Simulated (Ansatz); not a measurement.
# Hf3Si2N: the cost of one run

Method: DFT PBE, scalar-relativistic, plane waves, PAW, in Ansatz 0.2.0.

### Step 1. The structure to begin with

Symmetry: P4mm, No. 99, tetragonal system. The conventional cell has a = 3.295 Å, b = 3.295 Å, c = 9.512 Å, α = 90.00°, β = 90.00°, γ = 90.00°. Around Hf (site symmetry 4mm) lie 4 Hf at 2.73 Å and 5 Si at 2.85 to 3.09 Å. Around Hf (site symmetry 4mm) lie 4 N at 2.76 Å and 5 Si at 2.86 to 3.12 Å. Hf (site symmetry 4mm) is surrounded by 4 Hf at 2.73 Å and 5 Si at 2.86 to 3.08 Å. Si (site symmetry 4mm) has 4 N at 2.84 Å and 6 Hf at 2.86 to 3.12 Å in its first shell of neighbours. Around Si (site symmetry 4mm) lie 9 Hf at 2.85 to 3.08 Å. N (site symmetry 4mm) has 4 Hf at 2.76 Å and 4 Si at 2.84 Å in its first shell of neighbours.

As a file:

```cif
data_structure
_symmetry_space_group_name_H-M 'P 1'
_symmetry_Int_Tables_number 1
_cell_length_a 3.2954
_cell_length_b 3.2954
_cell_length_c 9.5116
_cell_angle_alpha 90.000
_cell_angle_beta 90.000
_cell_angle_gamma 90.000
_cell_volume 103.29
loop_
_atom_site_label
_atom_site_type_symbol
_atom_site_fract_x
_atom_site_fract_y
_atom_site_fract_z
_atom_site_occupancy
Hf1 Hf 0.00000 0.00000 0.67469 1
Hf2 Hf 0.00000 0.00000 0.32747 1
Hf3 Hf 0.50000 0.50000 0.82498 1
Si1 Si 0.00000 0.00000 0.99994 1
Si2 Si 0.50000 0.50000 0.50158 1
N1 N 0.50000 0.50000 0.17134 1
```

A structure generator made this guess: species swapped into a database cell of MnAl2Cr3 (P4mm, No. 99), with N on the Mn sites, Si on the Al sites and Hf on the Cr sites. The dimensions are guesses.

### Step 2. Probe: one point on a coarse mesh

input.yaml

```yaml
crystal:
  lattice:
    - [3.29541188, 0.0, 0.0]
    - [0.0, 3.29541188, 0.0]
    - [0.0, 0.0, 9.51160401]
  atoms:
    - { symbol: Hf, position: [0.0, 0.0, 0.67469239] }
    - { symbol: Hf, position: [0.0, 0.0, 0.32746965] }
    - { symbol: Hf, position: [0.5, 0.5, 0.82498175] }
    - { symbol: Si, position: [0.0, 0.0, 0.99994326] }
    - { symbol: Si, position: [0.5, 0.5, 0.5015775] }
    - { symbol: "N", position: [0.5, 0.5, 0.17133546] }
basis:
  ecutwfc: 420
kpoints:
  mp_grid: { grid: [6, 6, 2] }
hamiltonian:
  xc: pbe
scf:
  occupations: { method: gaussian, width: 0.1 }
  lower_state_search: "off"
output:
  forces: true
  stress: true
  eigenvalues: true
```

Run with:

```bash
ansatz run input.yaml --threads 1 --pin off --max-ram 2560MiB --backend cpu --events-out ev --progress --plain --runs-dir out
```

Q: Estimate wall time and peak memory on 1 thread of Intel Xeon at 2.50GHz (Skylake/Cascade Lake), shared host.

About 20 s, with a peak of 0.4 GiB.
